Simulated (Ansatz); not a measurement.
**C₂H₇ClSi₂: small, medium and large basis sets**

How large a basis does C₂H₇ClSi₂ need? Two functionals are run in growing sets.

Computed with Ansatz 0.2.0, Gaussian basis. Level: one geometry, several basis sets.

Levels to be run: PBE0-D4/def2-SVP; ωB97M-V/def2-SVP; PBE0-D4/def2-QZVPP; ωB97M-V/def2-QZVPP; the functionals' def2-TZVPP values are taken from earlier runs.

## 1. The geometry

An earlier PBE0-D4 in a triple-zeta def2 set relaxation fixed the geometry.

12 atoms, charge 0, spin multiplicity 1.

Atoms are counted from 1 here; the program's logs count them from 0.

Bond lengths: Cl1–C2 1.799 Å, C2–C3 1.539 Å, C2–Si5 1.919 Å, C2–H6 1.089 Å, C3–Si4 1.913 Å, C3–H7 1.092 Å, C3–H8 1.097 Å, Si4–Si5 2.333 Å, Si4–H9 1.484 Å, Si4–H10 1.488 Å, Si5–H11 1.484 Å, Si5–H12 1.492 Å. Angles: Cl1–C2–C3 109.4°, Cl1–C2–Si5 106.5°, Cl1–C2–H6 106.1°, C3–C2–Si5 98.6°, C3–C2–H6 114.8°, Si5–C2–H6 120.9°, C2–C3–Si4 99.4°, C2–C3–H7 113.7°, C2–C3–H8 108.3°, Si4–C3–H7 119.3°, Si4–C3–H8 107.6°, H7–C3–H8 107.8°, C3–Si4–Si5 75.9°, C3–Si4–H9 114.6°, C3–Si4–H10 115.3°, Si5–Si4–H9 117.4°, Si5–Si4–H10 121.3°, H9–Si4–H10 109.0° and more.

## 2. PBE0-D4 in def2-SVP

in.yaml reads:

```yaml
crystal:
  periodic: [false, false, false]
  atoms:
    - {symbol: Cl, position_ang: [-0.852750, 2.204787, 0.358386]}
    - {symbol: C, position_ang: [0.064975, 0.754955, 0.900209]}
    - {symbol: C, position_ang: [-0.806158, -0.500464, 0.716500]}
    - {symbol: Si, position_ang: [-0.490557, -0.830299, -1.141424]}
    - {symbol: Si, position_ang: [1.372045, 0.396862, -0.459066]}
    - {symbol: H, position_ang: [0.367557, 0.954381, 1.927377]}
    - {symbol: H, position_ang: [-1.831330, -0.378611, 1.071668]}
    - {symbol: H, position_ang: [-0.350116, -1.322176, 1.282048]}
    - {symbol: H, position_ang: [-1.449392, -0.164310, -2.058167]}
    - {symbol: H, position_ang: [-0.374902, -2.264091, -1.520998]}
    - {symbol: H, position_ang: [1.978257, 1.577660, -1.122003]}
    - {symbol: H, position_ang: [2.449171, -0.483793, 0.079471]}
basis:
  gaussian: {orbitals: def2-SVP}
hamiltonian: {xc: pbe0, dispersion: d4}
output: {orbitals: {seedname: orbitals}}
```

After this run come: ωB97M-V in def2-SVP; PBE0-D4 in def2-QZVPP; ωB97M-V in def2-QZVPP.

Before running them: what should the planned runs give, taken together? Wanted: PBE0-D4: double and triple zeta above quadruple; ωB97M-V: double and triple zeta above quadruple.

The runs gave:

```
                                       quantity           value
PBE0-D4: double and triple zeta above quadruple  13.19, 1.01 eV
ωB97M-V: double and triple zeta above quadruple  13.25, 0.96 eV
```

PBE0-D4 gains 12.18 eV from double to triple zeta, then 1.01 eV more. Total energies overstate the basis error of differences, where much of it tends to cancel. The LUMO of ωB97M-V is positive and keeps falling with the basis (1.98 to 1.04 eV): an unbound level that the basis holds in place.
